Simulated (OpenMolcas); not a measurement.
# Mn²⁺ among point charges: CASSCF and CASPT2 levels and susceptibility

Aim: the splitting of the states of Mn²⁺ in the field of 6 point charges, its lowest levels with spin-orbit coupling and its magnetic susceptibility.

Method: state-averaged CASSCF and CASPT2, spin-orbit coupling by RASSI with atomic mean-field integrals. Code: OpenMolcas 26.06.

**1. The system**

* Species: Mn²⁺ (manganese, Z = 25, 23 electrons)
* Basis: ANO-RCC-VDZP [5s4p2d1f], 34 functions
* Scalar Hamiltonian: DKH2, point nucleus
* Inactive shells: 1s 2s 2p 3s 3p
* Active space: 5 electrons in 5 orbitals (3d)
* Some configurations of this space: 3d5
* Orbitals: optimised for each spin and parity, averaged over all roots

Outer shells as boxes (Hund's rule):

3d5
```
3d [↑ ][↑ ][↑ ][↑ ][↑ ]
```

The ion sits among 6 point charges of -0.98 e arranged as an octahedron (Oh), 2.06 Å from the ion.

The work runs as a chain of OpenMolcas steps in one folder; each step below is one input file. Labels, J, g values, rates, χT and fits are worked out afterwards by a script from the matrices that RASSI stores. The input lists half of the charges; inversion (Group=XYZ) makes the rest.

**2. GATEWAY and SEWARD: basis and integrals**

Contents of a.inp:

```
&GATEWAY
Coord
1

Mn 0.0 0.0 0.0
Basis=ANO-RCC-VDZP
Group=XYZ
NoMove
AngMom=0.0 0.0 0.0
AMFI
XField
3 Angstrom 0
2.060000 0.000000 0.000000 -0.980000
0.000000 2.060000 0.000000 -0.980000
0.000000 0.000000 2.060000 -0.980000
&SEWARD
```

**3. CASSCF: sextets of even parity, 1 root**

Contents of a.inp:

```
&RASSCF
FileOrb=start.orb
Symmetry=1
Spin=6
nActEl=5 0 0
Inactive=3 6
Ras2=5 0
CIRoot=1 1 1
SDav=1
CIMx=300
Iter=120 100
PrWF=0.3
OrbListing=Nothing
MaxOrb=0
>>> COPY $Project.JobIph JOB001
```

start.orb holds the contracted functions of the basis, ordered by shell, or the orbitals of the step before.

**4. Reference wave functions, quartets of even parity, 24 roots**

Contents of a.inp:

```
&RASSCF
FileOrb=start.orb
Symmetry=1
Spin=4
nActEl=5 0 0
Inactive=3 6
Ras2=5 0
CIRoot=24 24 1
SDav=24
CIMx=300
Iter=120 100
PrWF=0.3
OrbListing=Nothing
MaxOrb=0
>>> COPY $Project.JobIph JOB002
```

**5. CASSCF: doublets of even parity, 75 roots**

Contents of a.inp:

```
&RASSCF
FileOrb=start.orb
Symmetry=1
Spin=2
nActEl=5 0 0
Inactive=3 6
Ras2=5 0
CIRoot=75 75 1
SDav=75
CIMx=300
Iter=120 100
PrWF=0.3
OrbListing=Nothing
MaxOrb=0
>>> COPY $Project.JobIph JOB003
```

**6. RASSI: spin-orbit coupling between the states**

Contents of a.inp:

```
&RASSI
NrOfJobIphs=3 1 24 75
1
1 2 3 4 5 6 7 8 9 10 11 12 13 14 15 16 17 18 19 20 21 22 23 24
1 2 3 4 5 6 7 8 9 10 11 12 13 14 15 16 17 18 19 20 21 22 23 24 25 26 27
28 29 30 31 32 33 34 35 36 37 38 39 40 41 42 43 44 45 46 47 48 49 50 51
52 53 54 55 56 57 58 59 60 61 62 63 64 65 66 67 68 69 70 71 72 73 74 75
IphNames
JOB001
JOB002
JOB003
EJob
SpinOrbit
DIPRint=1.0
SOCoupling=1000.0
Subsets=2
Property=9
'ANGMOM' 1 'ANGMOM' 2 'ANGMOM' 3 'MLTPL  1' 1 'MLTPL  1' 2 'MLTPL  1' 3
'AMFI' 1 'AMFI' 2 'AMFI' 3
SOProperty=3
'ANGMOM' 1 'ANGMOM' 2 'ANGMOM' 3
```

**7. CASPT2: IPEA 0.25, imaginary shift 0.1 (closed shells correlated: 3s 3p)**

Contents of a.inp:

```
>>> COPY JOB001 $Project.JobIph
&CASPT2
Multistate=1 1
Frozen=2 3
IPEA=0.25
Imaginary=0.1
MaxIter=60
WThr=0.0 0.3 0.05
PrWF=0.5
NoMix
>>> COPY JOB002 $Project.JobIph
&CASPT2
Multistate=24 1 2 3 4 5 6 7 8 9 10 11 12 13 14 15 16 17 18 19 20 21 22
23 24
NoMult
Frozen=2 3
IPEA=0.25
Imaginary=0.1
MaxIter=60
WThr=0.0 0.3 0.05
PrWF=0.5
NoMix
>>> COPY JOB003 $Project.JobIph
&CASPT2
Multistate=75 1 2 3 4 5 6 7 8 9 10 11 12 13 14 15 16 17 18 19 20 21 22
23 24 25 26 27 28 29 30 31 32 33 34 35 36 37 38 39 40 41 42 43 44 45 46
47 48 49 50 51 52 53 54 55 56 57 58 59 60 61 62 63 64 65 66 67 68 69 70
71 72 73 74 75
NoMult
Frozen=2 3
IPEA=0.25
Imaginary=0.1
MaxIter=60
WThr=0.0 0.3 0.05
PrWF=0.5
NoMix
```

(Steps that only read results are left out.)

Q: Predict the outcome of this session. Wanted: spin-free ground state; lowest level; next level.

**Answer**, as computed:

| quantity | value |
| --- | --- |
| method | SS-CASPT2, IPEA 0.25, imaginary shift 0.1 (closed shells correlated: 3s 3p) |
| spin-free ground state | 6A1, 1-fold in its orbital part |
| lowest level | 6-fold |
| next level | 27750.7 cm⁻¹ |
| χT at 300 K | 4.39 cm³ K/mol |
| effective moment at 300 K | 5.92 μB |

Cost by method:

```
                                              method  time of its own steps  time with the reference
                                           A. CASSCF                   28 s                     28 s
B. SS-CASPT2, IPEA 0.25, imaginary shift 0.1, +3s 3p                  5.9 s                     34 s
```

Times are of one thread on a shared host.

**Reading.** The spin-free ground state (6A1) comes to 100 % from free-ion S terms and keeps the highest spin of the shell. χT at 300 K is 4.39, against 4.39 cm³ K/mol for the spin alone, as a half-filled shell (L = 0) has no orbital moment. An active space of the d shell alone favours high spin; real ions in strong fields can be low spin. A ligand-field fit to the states below 45000 cm-1 gives 10Dq = 2497 cm-1, B = 794 cm-1 and C = 3846 cm-1 (C/B = 4.84), with a deviation of 975 cm-1. CASPT2 does not keep the components of a term degenerate, and the means are used. The field of point charges can differ much from that of real complexes. With metal d orbitals alone active, the gaps between spin states are rough; where two lie within a few thousand cm-1, their order is open. Point charges carry no covalency, so the field is a model and not that of real ligands.
